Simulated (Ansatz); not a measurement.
# AlHF₂ + HBr: a complex and its separated parts

The complex below is one end of an elementary step. How strongly is it bound against its free parts?

Computed with Ansatz 0.2.0, Gaussian basis. Level: PBE0-D4/def2-TZVP structures, single points in def2-TZVPP, no counterpoise correction.

Levels: SPW92, PBE-D4, BLYP-D4, r2SCAN-D4, B97M-V, PBE0-D4, B3LYP-D4, r2SCAN0-D4, BHLYP-D4, CAM-B3LYP-D4, wB97X-V, wB97M-V, B2PLYP, PBE-QIDH, RPA on PBE, Hartree-Fock, MP2, CCSD, CCSD(T).

Cores are frozen in the correlated methods. Filled d shells of the heavier atoms are correlated. B3LYP uses VWN-RPA correlation. B2PLYP carries no dispersion term here.

21 further runs of the same task are left out: 21 set aside as unsound or not needed.

### Step 1. Where the work starts

The complex: 6 atoms, charge 0, spin multiplicity 1.

Atoms are counted from 1 here; the program's logs count them from 0.

Bond lengths: Al1–H2 1.565 Å, Al1–F3 1.649 Å, Al1–F4 1.658 Å, Al1–Br6 2.736 Å, H5–Br6 1.427 Å. Angles: H2–Al1–F3 120.0°, H2–Al1–F4 119.9°, H2–Al1–Br6 102.4°, F3–Al1–F4 116.8°, F3–Al1–Br6 97.3°, F4–Al1–Br6 88.3°, Al1–Br6–H5 85.1°.

Coordinates:

```mol
AlBrF2H2
  3D, bonds by distance, orders not assigned

  6  5  0  0  0  0  0  0  0  0999 V2000
   -0.3342    0.7824    0.0136 Al  0  0
    0.1792    1.6641   -1.1729 H   0  0
   -0.1012    1.2780    1.5687 F   0  0
   -1.5353   -0.3318   -0.2438 F   0  0
    0.3276   -2.1126   -0.1983 H   0  0
    1.4640   -1.2802    0.0328 Br  0  0
  1  2  8  0
  1  3  8  0
  1  4  8  0
  1  6  8  0
  5  6  8  0
M  END
```

Its parts: AlHF₂ holds atoms 1, 2, 3, 4; HBr holds atoms 5, 6. Each part counts its atoms afresh in its own runs.

### Step 2. Relaxing AlHF₂ alone

File relax-a/in.yaml:

```yaml
crystal:
  periodic: [false, false, false]
  atoms:
    - {symbol: Al, position_ang: [-0.334192, 0.782368, 0.013621]}
    - {symbol: H, position_ang: [0.179183, 1.664115, -1.172908]}
    - {symbol: F, position_ang: [-0.101239, 1.278033, 1.568676]}
    - {symbol: F, position_ang: [-1.535275, -0.331784, -0.243813]}
basis:
  gaussian: {orbitals: def2-TZVP}
hamiltonian: {xc: pbe0, dispersion: d4}
relax: {f_tol: 0.005, max_steps: 200}
```

The command line of these runs was not kept.

Further steps of the session: Relaxing HBr alone; wB97M-V/def2-TZVPP; CCSD(T)/def2-TZVPP; Vibrations of AlHF₂; Vibrations of HBr.

Before running it: what results should come out? Wanted: complex less parts, CCSD(T)/def2-TZVPP; with zero-point energy; largest T1 diagnostic.

The runs gave:

| quantity | value |
| --- | --- |
| complex less parts, CCSD(T)/def2-TZVPP | -32.9 kJ/mol |
| with zero-point energy | -28.0 kJ/mol |
| largest T1 diagnostic | 0.013 |

At CCSD(T) the complex lies 32.9 kJ/mol below its parts. Among the functionals B3LYP-D4 lands nearest to CCSD(T) (+0.5 kJ/mol) and SPW92 farthest (-21.2 kJ/mol). By rung, the mean size of the error is: LDA 21.2, GGA 4.2, meta-GGA 4.5, hybrid 3.8, range-separated hybrid 2.7, double hybrid 4.1 kJ/mol. PBE-D4 gives a relative energy 5.5 kJ/mol too low, outside chemical accuracy (1 kcal/mol, 4.2 kJ/mol). No counterpoise was applied, and triple zeta lacks some correlation, so the CCSD(T) reference has a basis error of its own, and close matches with it are partly luck.
